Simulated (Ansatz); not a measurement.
# C2H6BClS: up Jacob's ladder to CCSD(T)

Aim: compute C2H6BClS with functionals from several rungs and with coupled cluster, and see how far each lands from CCSD(T) at the basis-set limit for the atomisation energy.

The runs use Ansatz 0.2.0, Gaussian basis; functionals in def2-TZVPP, the program's frozen cores in correlated methods.

Levels to be run: PBE-D4, r2SCAN-D4, PBE0-D4, B3LYP-D4, ωB97X-V, ωB97M-V, B2PLYP; CCSD(T)/def2-TZVPP; MP2/def2-QZVPP; extrapolation to the limit.

## 1. The geometry

An earlier PBE0-D4 in a triple-zeta def2 set relaxation fixed the geometry.

SMILES `CB(S)CCl`, 11 atoms, charge 0, spin multiplicity 1.

Atoms are counted from 1 here; the program's logs count them from 0.

Bond lengths: C1–B2 1.568 Å, C1–H6 1.091 Å, C1–H7 1.094 Å, C1–H8 1.097 Å, B2–S3 1.777 Å, B2–C4 1.577 Å, S3–H9 1.348 Å, C4–Cl5 1.783 Å, C4–H10 1.093 Å, C4–H11 1.094 Å. Angles: B2–C1–H6 114.0°, B2–C1–H7 112.0°, B2–C1–H8 108.6°, H6–C1–H7 108.6°, H6–C1–H8 107.2°, H7–C1–H8 106.0°, C1–B2–S3 119.0°, C1–B2–C4 117.4°, S3–B2–C4 123.5°, B2–S3–H9 97.1°, B2–C4–Cl5 117.9°, B2–C4–H10 109.8°, B2–C4–H11 108.8°, Cl5–C4–H10 106.7°, Cl5–C4–H11 106.6°, H10–C4–H11 106.4°.

## 2. PBE-D4 (GGA)

The input, in.yaml:

```yaml
crystal:
  periodic: [false, false, false]
  atoms:
    - {symbol: C, position_ang: [-1.028080, -0.188864, 1.174843]}
    - {symbol: B, position_ang: [0.037417, 0.346766, 0.156688]}
    - {symbol: S, position_ang: [0.577717, 2.034843, 0.281814]}
    - {symbol: C, position_ang: [0.562476, -0.657220, -0.940098]}
    - {symbol: Cl, position_ang: [1.675437, -0.027076, -2.182853]}
    - {symbol: H, position_ang: [-1.157226, 0.441603, 2.055924]}
    - {symbol: H, position_ang: [-0.802809, -1.207346, 1.505407]}
    - {symbol: H, position_ang: [-2.000097, -0.242427, 0.668736]}
    - {symbol: H, position_ang: [1.402363, 2.024738, -0.784278]}
    - {symbol: H, position_ang: [-0.283941, -1.100098, -1.471364]}
    - {symbol: H, position_ang: [1.082243, -1.481917, -0.444221]}
basis:
  gaussian: {orbitals: def2-TZVPP}
hamiltonian: {xc: pbe, dispersion: d4}
output: {forces: true, orbitals: {seedname: orbitals}}
```

Run with:

```console
$ ansatz run in.yaml --threads 4 --pin off --events-out ev --progress --plain --max-ram 10444MiB
```

Further steps of the session: r2SCAN-D4 (meta-GGA); PBE0-D4 (hybrid); B3LYP-D4 (hybrid); ωB97X-V (range-separated); ωB97M-V (range-separated); B2PLYP (double hybrid); CCSD(T) in def2-TZVPP; MP2 in def2-QZVPP.

**Question.** What will the summary of the whole plan be? Wanted: atomisation energy, CCSD(T)/CBS; farthest; mean size of error, hybrid; mean size of error, range-separated; gap, smallest and largest; T1 diagnostic; triples share of the correlation energy.

The runs gave:

| quantity | value |
| --- | --- |
| atomisation energy, CCSD(T)/CBS | 963.8 kcal/mol |
| functionals within 4.8 kcal/mol (0.5 %) | B3LYP-D4 |
| farthest | PBE-D4 (+24.5 kcal/mol) |
| mean size of error, hybrid | 7.1 kcal/mol |
| mean size of error, range-separated | 6.9 kcal/mol |
| gap, smallest and largest | 5.25 eV (PBE-D4), 11.95 eV (ωB97X-V) |
| T1 diagnostic | 0.0118 |
| triples share of the correlation energy | 4.2 % |

**Reading.** PBE-D4 is off by +24.5 kcal/mol. Double hybrids carry the basis error of their MP2 part in triple zeta, and no dispersion term here, so their miss is partly the set-up's. The reference freezes the cores and leaves out relativity and excitations past (T), so misses under about 4.8 kcal/mol can't be ranked. Hartree-Fock recovers 75 % of the binding; the rest is correlation. Orbital gaps span 5.2 to 11.9 eV; exact exchange widens them.
